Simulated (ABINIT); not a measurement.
# BiTe (Fm-3m) in ABINIT: convergence with cutoff

Aim: find how far cutoff must go before the results for BiTe settle, at PBE. This setting moves, with any that are tied to it; all else stays.

All numbers are computed with ABINIT 10.8.3 (patched build); they aren't measurements. Logs are shortened: lines on timing, memory, paths and dates and some standing lists are left out, and cuts for length are marked. The log counts tension as positive stress, the text compression.

### Step 1. The structure

Symmetry: Fm-3m, No. 225, cubic system. Conventional cell: a = 6.470 Å, b = 6.470 Å, c = 6.470 Å, α = 90.00°, β = 90.00°, γ = 90.00°. Bi (site symmetry m-3m) is surrounded by 6 Te at 3.23 Å. Te (site symmetry m-3m) has 6 Bi at 3.23 Å as nearest neighbours.

### Step 2. With cutoff 9 Ha

run.abi reads:

```
# Pseudopotentials
pp_dirpath "./"
pseudos "Bi.GGA_PBE-JTH.xml, Te.GGA_PBE-JTH.xml"

# Structure
acell 8.6454608778 8.6454608778 8.6454608778
rprim
     0.0000000000     0.7071067812     0.7071067812
     0.7071067812     0.0000000000     0.7071067812
     0.7071067812     0.7071067812     0.0000000000
ntypat 2
znucl 83 52
natom 2
typat 1 2
xcart
     0.0000000000     0.0000000000     0.0000000000
     6.1132640132     6.1132640132     6.1132640132

# Plane-wave basis
ecut 244.902476 eV
pawecutdg 57.2
pawxcdev 0

# k points
kptopt 1
ngkpt 7 7 7
nshiftk 1
shiftk 0.0 0.0 0.0

# Exchange and correlation
ixc 11

# Bands and occupations
nband 15
occopt 7
tsmear 0.00367493

# SCF cycle
nstep 100
tolvrs 1.0e-9

# Output
iomode 3
prtwf 0
prtden 0
prteig 0
prtebands 0
```

Potentials or basis: JTH PAW PBE v2.0.

Launch:

```bash
abinit run.abi > log 2>&1
```

Run time: 9.4 s. Hardware: 1 thread of Arm Neoverse V1, shared host; peak memory 0.14 GiB.

It converged, with:

```
Free energy                                           : -2188.9890 eV
Band gap on the k mesh                                : none (metal or under the smearing width)
Valence electrons inside the program's atomic spheres : Bi 12.10; Te 3.08
```

### Step 3. With cutoff 11 Ha

run.abi: that of step 2 with these lines changed.

```diff
@@ -19,3 +19,3 @@
 # Plane-wave basis
-ecut 244.902476 eV
+ecut 299.325249 eV
 pawecutdg 57.2
```

Potentials or basis: JTH PAW PBE v2.0.

Launch:

```bash
abinit run.abi > log 2>&1
```

It took 12 s on 1 thread of Arm Neoverse V1, shared host; peak memory 0.14 GiB.

Results (log left out):

```
Free energy                                           : -2189.7059 eV
Band gap on the k mesh                                : none (metal or under the smearing width)
Valence electrons inside the program's atomic spheres : Bi 12.11; Te 3.08
```

### Step 4. With cutoff 13 Ha

run.abi: that of step 3 with these lines changed.

```diff
@@ -19,3 +19,3 @@
 # Plane-wave basis
-ecut 299.325249 eV
+ecut 353.748021 eV
 pawecutdg 57.2
```

Launch:

```bash
abinit run.abi > log 2>&1
```

It took 15 s on 1 thread of Arm Neoverse V1, shared host; peak memory 0.14 GiB.

The run converged. Its results:

```
Free energy                                           : -2189.8054 eV
Band gap on the k mesh                                : none (metal or under the smearing width)
Valence electrons inside the program's atomic spheres : Bi 12.11; Te 3.08
```

### Step 5. With cutoff 15.5 Ha

run.abi: that of step 4 with these lines changed.

```diff
@@ -19,3 +19,3 @@
 # Plane-wave basis
-ecut 353.748021 eV
+ecut 421.776487 eV
 pawecutdg 57.2
```

Launch:

```bash
abinit run.abi > log 2>&1
```

Wall time 17 s (1 thread of Arm Neoverse V1, shared host); peak memory 0.15 GiB.

It converged, with:

```yaml
Free_energy: -2189.8492 eV
Band_gap_on_the_k_mesh: none (metal or under the smearing width)
Valence_electrons_inside_the_program's_atomic_spheres: Bi 12.11; Te 3.08
```

### Step 6. With cutoff 18.5 Ha

run.abi: that of step 5 with these lines changed.

```diff
@@ -19,3 +19,3 @@
 # Plane-wave basis
-ecut 421.776487 eV
+ecut 503.410646 eV
 pawecutdg 57.2
```

Potentials or basis: JTH PAW PBE v2.0.

Launch:

```bash
abinit run.abi > log 2>&1
```

Wall time 23 s (1 thread of Arm Neoverse V1, shared host); peak memory 0.16 GiB.

It converged, with:

```yaml
Free_energy: -2189.9607 eV
Band_gap_on_the_k_mesh: none (metal or under the smearing width)
Valence_electrons_inside_the_program's_atomic_spheres: Bi 12.11; Te 3.08
```

### Step 7. With cutoff 22 Ha

run.abi: that of step 6 with these lines changed.

```diff
@@ -19,3 +19,3 @@
 # Plane-wave basis
-ecut 503.410646 eV
+ecut 598.650497 eV
 pawecutdg 57.2
```

Launch:

```bash
abinit run.abi > log 2>&1
```

It took 33 s on 1 thread of Arm Neoverse V1, shared host; peak memory 0.16 GiB.

Results (log left out):

```
Free energy                                           : -2189.9846 eV
Pressure                                              : 0.8 GPa
Band gap on the k mesh                                : none (metal or under the smearing width)
Valence electrons inside the program's atomic spheres : Bi 12.11; Te 3.08
```

### Step 8. With cutoff 25.5 Ha

run.abi: that of step 7 with these lines changed.

```diff
@@ -19,3 +19,3 @@
 # Plane-wave basis
-ecut 598.650497 eV
+ecut 693.890349 eV
 pawecutdg 57.2
```

Launch:

```bash
abinit run.abi > log 2>&1
```

Wall time 36 s (1 thread of Arm Neoverse V1, shared host); peak memory 0.17 GiB.

Results (log left out):

| Quantity | Value |
| --- | --- |
| Free energy | -2189.9971 eV |
| Pressure | 0.6 GPa |
| Band gap on the k mesh | none (metal or under the smearing width) |
| Valence electrons inside the program's atomic spheres | Bi 12.11; Te 3.08 |

### Step 9. With cutoff 29.5 Ha

run.abi: that of step 8 with these lines changed.

```diff
@@ -19,3 +19,3 @@
 # Plane-wave basis
-ecut 693.890349 eV
+ecut 802.735894 eV
 pawecutdg 57.2
```

Potentials or basis: JTH PAW PBE v2.0.

Launch:

```bash
abinit run.abi > log 2>&1
```

It took 50 s on 1 thread of Arm Neoverse V1, shared host; peak memory 0.18 GiB.

The run converged. Its results:

```
Free energy                                           : -2190.0153 eV
Pressure                                              : 0.8 GPa
Band gap on the k mesh                                : none (metal or under the smearing width)
Valence electrons inside the program's atomic spheres : Bi 12.11; Te 3.08
```

### Step 10. With cutoff 35 Ha

run.abi: that of step 9 with these lines changed.

```diff
@@ -19,3 +19,3 @@
 # Plane-wave basis
-ecut 802.735894 eV
+ecut 952.398519 eV
 pawecutdg 57.2
```

Potentials or basis: JTH PAW PBE v2.0.

Launch:

```bash
abinit run.abi > log 2>&1
```

run.abo:

```text
.Version 10.8.3 of ABINIT
 Symmetries : space group Fm -3 m (#225); Bravais cF (face-center cubic)
================================================================================
 Values of the parameters that define the memory need of the present run
     intxc =       0    ionmov =       0      iscf =      17    lmnmax =      18
     lnmax =       6     mgfft =      48  mpssoang =       3    mqgrid =    3001
     natom =       2  nloc_mem =       2    nspden =       1   nspinor =       1
    nsppol =       1      nsym =      48    n1xccc =       1    ntypat =       2
    occopt =       7   xclevel =       2
       mpw =        4552          nfft =      110592          nkpt =          20
 PAW method is used; the additional fine FFT grid is defined by:
   mgfftf=        60    nfftf =    216000
================================================================================
================================================================================

--------------------------------------------------------------------------------
------------- Echo of variables that govern the present computation ------------
--------------------------------------------------------------------------------
 -outvars: echo values of preprocessed input variables --------
            acell      8.6454608778E+00  8.6454608778E+00  8.6454608778E+00 Bohr
              amu      2.08980370E+02  1.27600000E+02
             ecut      3.50000000E+01 Hartree
              ixc          11
         kptrlatt        7    0    0      0    7    0      0    0    7
          kptrlen      6.05182261E+01
            natom           2
            nband          15
            ngfft          48      48      48
          ngfftdg          60      60      60
             nkpt          20
            nstep         100
             nsym          48
           ntypat           2
           occopt           7
        pawecutdg      5.72000000E+01 Hartree
         pawxcdev           0
           prtden           0
        prtebands           0
           prteig           0
            prtwf           0
            rprim      0.0000000000E+00  7.0710678120E-01  7.0710678120E-01
                       7.0710678120E-01  0.0000000000E+00  7.0710678120E-01
                       7.0710678120E-01  7.0710678120E-01  0.0000000000E+00
          spgroup         225
           tolvrs      1.00000000E-09
           tsmear      3.67493000E-03 Hartree
            typat      1  2
           useylm           1
           xangst      0.0000000000E+00  0.0000000000E+00  0.0000000000E+00
                       3.2349999979E+00  3.2349999979E+00  3.2349999979E+00
            xcart      0.0000000000E+00  0.0000000000E+00  0.0000000000E+00
                       6.1132640133E+00  6.1132640133E+00  6.1132640133E+00
             xred      0.0000000000E+00  0.0000000000E+00  0.0000000000E+00
                       5.0000000000E-01  5.0000000000E-01  5.0000000000E-01
            znucl       83.00000   52.00000

================================================================================

 chkinp: Checking input parameters for consistency.

================================================================================
== DATASET  1 ==================================================================

--- !DatasetInfo
iteration_state: {dtset: 1, }
dimensions: {natom: 2, nkpt: 20, mband: 15, nsppol: 1, nspinor: 1, nspden: 1, mpw: 4552, }
cutoff_energies: {ecut:  35.0, pawecutdg:  57.2, }
electrons: {nelect:   2.10000000E+01, charge:   0.00000000E+00, occopt:   7.00000000E+00, tsmear:   3.67493000E-03, }
meta: {optdriver: 0, ionmov: 0, optcell: 0, iscf: 17, paral_kgb: 0, }
...

 Exchange-correlation functional for the present dataset will be:
  GGA: Perdew-Burke-Ernzerhof functional - ixc=11
  J.P.Perdew, K.Burke, M.Ernzerhof, PRL 77, 3865 (1996)

[... 81 lines left out ...]
fermie    :   5.99481576E-03
cartesian_stress_tensor: # hartree/bohr^3
- [ -2.68000645E-05,   0.00000000E+00,   0.00000000E+00, ]
- [  0.00000000E+00,  -2.68000645E-05,   0.00000000E+00, ]
- [  0.00000000E+00,   0.00000000E+00,  -2.68000645E-05, ]
pressure_GPa:   7.8849E-01
xred      :
- [  0.0000E+00,   0.0000E+00,   0.0000E+00, Bi]
- [  5.0000E-01,   5.0000E-01,   5.0000E-01, Te]
cartesian_forces: # hartree/bohr
- [ -0.00000000E+00,  -0.00000000E+00,  -0.00000000E+00, ]
- [ -0.00000000E+00,  -0.00000000E+00,  -0.00000000E+00, ]
force_length_stats: {min:   0.00000000E+00, max:   0.00000000E+00, mean:   0.00000000E+00, }
...

 Integrated electronic density in atomic spheres:
 ------------------------------------------------
 Atom  Sphere_radius  Integrated_density
    1        2.41231         12.11090265
    2        2.31107          3.08069220

================================================================================

 ----iterations are completed or convergence reached----

 Mean square residual over all n,k,spin=   10.388E-08; max=  13.910E-06
 reduced coordinates (array xred) for    2 atoms
       0.000000000000      0.000000000000      0.000000000000
       0.500000000000      0.500000000000      0.500000000000
 rms dE/dt=  0.0000E+00; max dE/dt=  0.0000E+00; dE/dt below (all hartree)
    1       0.000000000000      0.000000000000      0.000000000000
    2       0.000000000000      0.000000000000      0.000000000000

 cartesian coordinates (angstrom) at end:
    1      0.00000000000000     0.00000000000000     0.00000000000000
    2      3.23499999787271     3.23499999787271     3.23499999787271

 cartesian forces (hartree/bohr) at end:
    1     -0.00000000000000    -0.00000000000000    -0.00000000000000
    2     -0.00000000000000    -0.00000000000000    -0.00000000000000
 frms,max,avg= 0.0000000E+00 0.0000000E+00   0.000E+00  0.000E+00  0.000E+00 h/b

 cartesian forces (eV/Angstrom) at end:
    1     -0.00000000000000    -0.00000000000000    -0.00000000000000
    2     -0.00000000000000    -0.00000000000000    -0.00000000000000
 frms,max,avg= 0.0000000E+00 0.0000000E+00   0.000E+00  0.000E+00  0.000E+00 e/A
 length scales=  8.645460877800  8.645460877800  8.645460877800 bohr
              =  4.574980871181  4.574980871181  4.574980871181 angstroms
 Fermi (or HOMO) energy (hartree) =   0.00599   Average Vxc (hartree)=  -0.33504
 Eigenvalues (hartree) for nkpt=  20  k points:
 kpt#   1, nband= 15, wtk=  0.00292, kpt=  0.0000  0.0000  0.0000 (reduced coord)
  -0.84613   -0.84613   -0.84613   -0.84611   -0.84611   -0.49241   -0.29443   -0.08859
  -0.08859   -0.08859    0.08575    0.08575    0.08575    0.17837    0.17837
      occupation numbers for kpt#   1
   2.00000    2.00000    2.00000    2.00000    2.00000    2.00000    2.00000    2.00000
   2.00000    2.00000    0.00000    0.00000    0.00000    0.00000    0.00000
 prteigrs : prtvol=0 or 1, do not print more k-points.

--- !EnergyTerms
iteration_state     : {dtset: 1, }
comment             : Components of total free energy in Hartree
kinetic             :  7.09884609293388E+00
hartree             :  2.27379399140352E+01
xc                  : -6.59208737749741E+00
Ewald energy        : -5.69581535161889E+01
psp_core            :  6.34824912658928E+00
local_psp           : -7.17244104495766E+01
PAW spherical_terms :  1.86084920867517E+01
internal            : -8.04811241229528E+01
'-kT*entropy'       : -5.54803586669421E-04
total_energy        : -8.04816789265394E+01
total_energy_eV     : -2.19001805099509E+03
...

--- !EnergyTermsDC
iteration_state     : {dtset: 1, }
comment             : '"Double-counting" decomposition of free energy'
band_energy         : -1.07693978642797E+01
Ewald energy        : -5.69581535161889E+01
psp_core            :  6.34824912658928E+00
xc_dc               : -2.34796668778517E+01
PAW spherical_terms :  4.37784756446152E+00
internal            : -8.04811215672695E+01
'-kT*entropy'       : -5.54803586669421E-04
total_energy_dc     : -8.04816763708562E+01
total_energy_dc_eV  : -2.19001798145141E+03
...

--- !EnergyTermsWithPAWCore
iteration_state     : {dtset: 1, }
comment             : 'Components of total free energy, including PAW core contributions'
Total energy        : -2.83255152825625E+04
Total energy DC     : -2.83255152800068E+04
Total energy (eV)   : -7.70776536970246E+05
Total energy DC (eV): -7.70776536900702E+05
...

 Cartesian components of stress tensor (hartree/bohr^3)
  sigma(1 1)= -2.68000645E-05  sigma(3 2)=  0.00000000E+00
  sigma(2 2)= -2.68000645E-05  sigma(3 1)=  0.00000000E+00
  sigma(3 3)= -2.68000645E-05  sigma(2 1)=  0.00000000E+00

-Cartesian components of stress tensor (GPa)         [Pressure=  7.8849E-01 GPa]
- sigma(1 1)= -7.88485119E-01  sigma(3 2)=  0.00000000E+00
- sigma(2 2)= -7.88485119E-01  sigma(3 1)=  0.00000000E+00
- sigma(3 3)= -7.88485119E-01  sigma(2 1)=  0.00000000E+00

== END DATASET(S) ==============================================================
================================================================================

 -outvars: echo values of variables after computation  --------
            acell      8.6454608778E+00  8.6454608778E+00  8.6454608778E+00 Bohr
           etotal     -8.0481676371E+01
            fcart     -0.0000000000E+00 -0.0000000000E+00 -0.0000000000E+00
                      -0.0000000000E+00 -0.0000000000E+00 -0.0000000000E+00
            rprim      0.0000000000E+00  7.0710678120E-01  7.0710678120E-01
                       7.0710678120E-01  0.0000000000E+00  7.0710678120E-01
                       7.0710678120E-01  7.0710678120E-01  0.0000000000E+00
           strten     -2.6800064474E-05 -2.6800064474E-05 -2.6800064474E-05
                       0.0000000000E+00  0.0000000000E+00  0.0000000000E+00
           xangst      0.0000000000E+00  0.0000000000E+00  0.0000000000E+00
                       3.2349999979E+00  3.2349999979E+00  3.2349999979E+00
             xred      0.0000000000E+00  0.0000000000E+00  0.0000000000E+00
                       5.0000000000E-01  5.0000000000E-01  5.0000000000E-01
 Calculation completed.
```

Run time: 59 s. Hardware: 1 thread of Arm Neoverse V1, shared host; peak memory 0.2 GiB.

What came out:

| Item | Value |
| --- | --- |
| Free energy | -2190.0180 eV |
| Pressure | 0.8 GPa |
| Band gap on the k mesh | none (metal or under the smearing width) |
| Valence electrons inside the program's atomic spheres | Bi 12.11; Te 3.08 |

### Step 11. The series at a glance

```tsv
cutoff	energy less the tightest run, at zero smearing (meV/atom)	SCF cycles	CPU time (s)	peak memory (GiB)
9 Ha	514.51	11	9.4	0.14
11 Ha	156.03	11	12	0.14
13 Ha	106.29	12	15	0.14
15.5 Ha	84.40	12	17	0.15
18.5 Ha	28.66	12	23	0.16
22 Ha	16.71	14	33	0.16
25.5 Ha	10.42	14	36	0.17
29.5 Ha	1.32	14	50	0.18
35 Ha	0.00	14	59	0.2
```

Not settled before the last step: the energy (to 1 meV/atom). The tightest run that finished is the yardstick and may itself not be fully converged.

Caveats: spin-orbit coupling is left out, which moves the levels of the heavy elements.
